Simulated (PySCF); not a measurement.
# C5H6N2O: magnetic properties

Aim: compute the magnetic properties of C5H6N2O (`C=C(CC#N)C(N)=O`).

Computed with PySCF 2.14.0 and routines of our own; the level stands in each step. Atoms count from 0.

## (1) The system as given

14 atoms, charge 0, multiplicity 1; geometry from: GFN2-xTB.

## (2) Magnetic properties: GIAO wB97X-D/pcSseg-1

Job settings and geometry (Å):

```
{"job": {"kind": "mag", "xc": "wB97X-D", "basis": "pcSseg-1", "isotopologues": 2}, "charge": 0, "multiplicity": 1}
C     -1.044540    -1.028740    -0.775502
C     -0.394005    -0.257140     0.082419
C     -1.005329     0.950968     0.745922
C     -0.554258     2.133669     0.053739
N     -0.184817     3.047136    -0.524867
C      1.010142    -0.538857     0.529880
N      1.843457    -0.974749    -0.441349
O      1.356276    -0.401333     1.683358
H     -0.594055    -1.903620    -1.213011
H     -2.067941    -0.833282    -1.051603
H     -0.655379     0.999659     1.782043
H     -2.096666     0.917026     0.720600
H      2.807502    -1.142692    -0.204087
H      1.578935    -0.968518    -1.409708
```

With the program's defaults for keys left out, this is: GIAO wB97X-D/pcSseg-1 magnetisability, rotational g tensor and spin-rotation constants, non-relativistic, gas phase.

Run with:

```sh
$ OMP_NUM_THREADS=1 python excited_run.py task.json out
```

One launch serves the whole session: the jobs run in the order shown.

Log:

```text
coarse grid: 12360 points
cycle   1  E = -378.4011932592  dE =  1.596e+00  |g| = 1.007e+00  |ddm| = 3.481e+00
cycle   2  E = -378.1107535981  dE =  2.904e-01  |g| = 1.647e+00  |ddm| = 2.195e+00
cycle   3  E = -378.6178975273  dE = -5.071e-01  |g| = 9.233e-02  |ddm| = 1.394e+00
cycle   4  E = -378.6192990223  dE = -1.401e-03  |g| = 5.749e-02  |ddm| = 1.019e-01
cycle   5  E = -378.6199299145  dE = -6.309e-04  |g| = 1.415e-02  |ddm| = 4.571e-02
cycle   6  E = -378.6199697965  dE = -3.988e-05  |g| = 7.382e-03  |ddm| = 1.576e-02
cycle   7  E = -378.6199812933  dE = -1.150e-05  |g| = 2.271e-03  |ddm| = 7.539e-03
cycle   8  E = -378.6199827287  dE = -1.435e-06  |g| = 6.046e-04  |ddm| = 3.224e-03
final grid: 121464 points
cycle   9  E = -378.6777703514  dE = -1.950e-04  |g| = 6.927e-03  |ddm| = 4.020e-02
cycle  10  E = -378.6777685681  dE =  1.783e-06  |g| = 8.189e-03  |ddm| = 1.056e-02
cycle  11  E = -378.6777811340  dE = -1.257e-05  |g| = 1.373e-03  |ddm| = 5.269e-03
cycle  12  E = -378.6777814597  dE = -3.257e-07  |g| = 6.937e-04  |ddm| = 1.313e-03
cycle  13  E = -378.6777815694  dE = -1.097e-07  |g| = 1.566e-04  |ddm| = 7.032e-04
cycle  14  E = -378.6777815750  dE = -5.597e-09  |g| = 7.484e-05  |ddm| = 2.322e-04
cycle  15  E = -378.6777815766  dE = -1.579e-09  |g| = 2.870e-05  |ddm| = 8.830e-05
cycle  16  E = -378.6777815769  dE = -3.054e-10  |g| = 6.980e-06  |ddm| = 6.050e-05
converged SCF energy = -378.6777815769

Magnetisability tensor (1e-30 J/T^2)
     -912.75      -90.23       91.71
      -90.23    -1144.11      126.12
       91.71      126.12     -989.24
isotropic -1015.37   principal values   -1259.20   -935.42   -851.48
isotropic susceptibility -61.147 1e-6 cm^3/mol

Inertial axes            a          b          c
rot. const./GHz      2.9822     1.5332     1.3492
chi total           -61.691    -56.052    -65.697
chi diamagnetic    -495.444   -837.224   -944.812
chi paramagnetic    433.753    781.171    879.115
quadrupole/D A       -7.207      3.028      4.179
g nuclear            0.5810     0.5405     0.5435
g electronic        -0.6077    -0.5626    -0.5572
g total             -0.0267    -0.0221    -0.0138

Spin-rotation constants (kHz, H = +C I.J)
atom  isotope        aa         bb         cc
  4    14N        0.452      0.295      0.176
  6    14N        0.193      0.153      0.088
  8     1H        0.113     -0.132     -0.110
  9     1H       -0.072      0.008     -0.151
 10     1H       -0.282     -0.068     -0.038
 11     1H       -0.225     -0.046     -0.117
 12     1H       -0.150     -0.032     -0.139
 13     1H       -0.328     -0.072     -0.013
  0    13C*       1.214      0.493      0.245
  1    13C*       1.372      0.537      0.293
  2    13C*       0.416      0.227      0.201
  3    13C*       0.892      0.583      0.298
  5    13C*       1.106      0.537      0.539
  7    17O*      -0.749     -0.638     -0.671
* in the singly substituted isotopologue

Isotopologues: g along a, b, c
2H    at 8,9,10,11,12,1    -0.0261    -0.0204    -0.0119
13C   at 0                 -0.0261    -0.0222    -0.0137
```

Wall time 32 s (1 thread of Arm Neoverse V1, shared host); peak memory 0.96 GiB.

Key values:

```csv
quantity,value
magnetisability,-1015·10⁻³⁰ J/T²
molar susceptibility,-61.1·10⁻⁶ cm³/mol
"rotational g (a, b, c)","-0.0267, -0.0221, -0.0138"
```

## (3) Magnetic properties: GIAO PBE/6-311G**

Settings changed since step 2:

```diff
@@ -1,2 +1,2 @@
-{"job": {"kind": "mag", "xc": "wB97X-D", "basis": "pcSseg-1", "isotopologues": 2}, "charge": 0, "multiplicity": 1}
+{"job": {"kind": "mag", "xc": "PBE", "basis": "6-311G**"}, "charge": 0, "multiplicity": 1}
 C     -1.044540    -1.028740    -0.775502
```

With the program's defaults for keys left out, this is: GIAO PBE/6-311G** magnetisability, rotational g tensor and spin-rotation constants, non-relativistic, gas phase.

Log:

```text
coarse grid: 12360 points
cycle   1  E = -378.2843009428  dE =  1.208e+00  |g| = 1.030e+00  |ddm| = 3.290e+00
cycle   2  E = -376.2214308863  dE =  2.063e+00  |g| = 3.026e+00  |ddm| = 4.237e+00
cycle   3  E = -378.4036041762  dE = -2.182e+00  |g| = 6.189e-01  |ddm| = 3.761e+00
cycle   4  E = -378.4840024827  dE = -8.040e-02  |g| = 2.810e-01  |ddm| = 7.023e-01
cycle   5  E = -378.4873983305  dE = -3.396e-03  |g| = 2.455e-01  |ddm| = 3.150e-01
cycle   6  E = -378.5006598769  dE = -1.326e-02  |g| = 6.237e-02  |ddm| = 1.934e-01
cycle   7  E = -378.5013612264  dE = -7.013e-04  |g| = 2.179e-02  |ddm| = 5.542e-02
cycle   8  E = -378.5014661628  dE = -1.049e-04  |g| = 8.561e-03  |ddm| = 1.982e-02
cycle   9  E = -378.5014818874  dE = -1.572e-05  |g| = 2.344e-03  |ddm| = 6.541e-03
cycle  10  E = -378.5014829497  dE = -1.062e-06  |g| = 1.091e-03  |ddm| = 2.628e-03
final grid: 121464 points
cycle  11  E = -378.4943434100  dE = -1.490e-05  |g| = 2.060e-02  |ddm| = 4.638e-02
cycle  12  E = -378.4937743756  dE =  5.690e-04  |g| = 5.721e-02  |ddm| = 5.664e-02
cycle  13  E = -378.4944130440  dE = -6.387e-04  |g| = 7.733e-03  |ddm| = 4.845e-02
cycle  14  E = -378.4944260563  dE = -1.301e-05  |g| = 1.195e-03  |ddm| = 7.271e-03
cycle  15  E = -378.4944262346  dE = -1.783e-07  |g| = 8.157e-04  |ddm| = 1.324e-03
cycle  16  E = -378.4944263993  dE = -1.646e-07  |g| = 2.064e-04  |ddm| = 6.617e-04
cycle  17  E = -378.4944264074  dE = -8.101e-09  |g| = 1.006e-04  |ddm| = 1.680e-04
cycle  18  E = -378.4944264094  dE = -2.085e-09  |g| = 2.572e-05  |ddm| = 8.410e-05
cycle  19  E = -378.4944264096  dE = -1.348e-10  |g| = 7.054e-06  |ddm| = 2.252e-05
converged SCF energy = -378.4944264096

Magnetisability tensor (1e-30 J/T^2)
     -884.00      -91.23       91.83
      -91.23    -1117.60      130.79
       91.83      130.79     -956.80
isotropic -986.13   principal values   -1235.27   -901.53   -821.60
isotropic susceptibility -59.386 1e-6 cm^3/mol

Inertial axes            a          b          c
rot. const./GHz      2.9822     1.5332     1.3492
chi total           -60.060    -54.223    -63.876
chi diamagnetic    -494.655   -835.701   -943.640
chi paramagnetic    434.594    781.478    879.764
quadrupole/D A       -6.575      2.415      4.160
g nuclear            0.5810     0.5405     0.5435
g electronic        -0.6089    -0.5629    -0.5576
g total             -0.0278    -0.0223    -0.0142

Spin-rotation constants (kHz, H = +C I.J)
atom  isotope        aa         bb         cc
  4    14N        0.444      0.289      0.173
  6    14N        0.193      0.150      0.089
  8     1H        0.110     -0.131     -0.113
  9     1H       -0.078      0.010     -0.154
 10     1H       -0.284     -0.064     -0.036
 11     1H       -0.225     -0.042     -0.118
 12     1H       -0.159     -0.033     -0.141
 13     1H       -0.326     -0.072     -0.013
  0    13C*       1.159      0.485      0.242
  1    13C*       1.327      0.539      0.298
  2    13C*       0.426      0.238      0.207
  3    13C*       0.863      0.559      0.292
  5    13C*       1.081      0.522      0.518
  7    17O*      -0.746     -0.627     -0.664
* in the singly substituted isotopologue
```

It took 42 s on 1 thread of Arm Neoverse V1, shared host; peak memory 0.59 GiB.

From this job:

```csv
quantity,value
magnetisability,-986·10⁻³⁰ J/T²
molar susceptibility,-59.4·10⁻⁶ cm³/mol
"rotational g (a, b, c)","-0.0278, -0.0223, -0.0142"
```

## (4) Magnetic properties side by side

```csv
level,ξ (10⁻³⁰ J/T²),g(a),g(b),gap (eV),functions,time
GIAO wB97X-D/pcSseg-1,-1015,-0.0267,-0.0221,10.30,166,32 s
GIAO PBE/6-311G**,-986,-0.0278,-0.0223,3.96,180,42 s
```

## (5) Summary of results

| quantity | value |
| --- | --- |
| magnetisability (step 2, GIAO wB97X-D/pcSseg-1) | -1015·10⁻³⁰ J/T² |
| molar susceptibility (step 2, GIAO wB97X-D/pcSseg-1) | -61.1·10⁻⁶ cm³/mol |
| rotational g (a, b, c) (step 2, GIAO wB97X-D/pcSseg-1) | -0.0267, -0.0221, -0.0138 |
| magnetisability over the levels | -1015 to -986·10⁻³⁰ J/T² |

The magnetisability spreads by 2.9 % over 2 levels, from GIAO wB97X-D/pcSseg-1 (32 s) to GIAO PBE/6-311G** (42 s); the runs took 32 s to 42 s. Two levels can agree by chance, so this spread shows no convergence. Vibrational averaging and real surroundings are missing from these values.
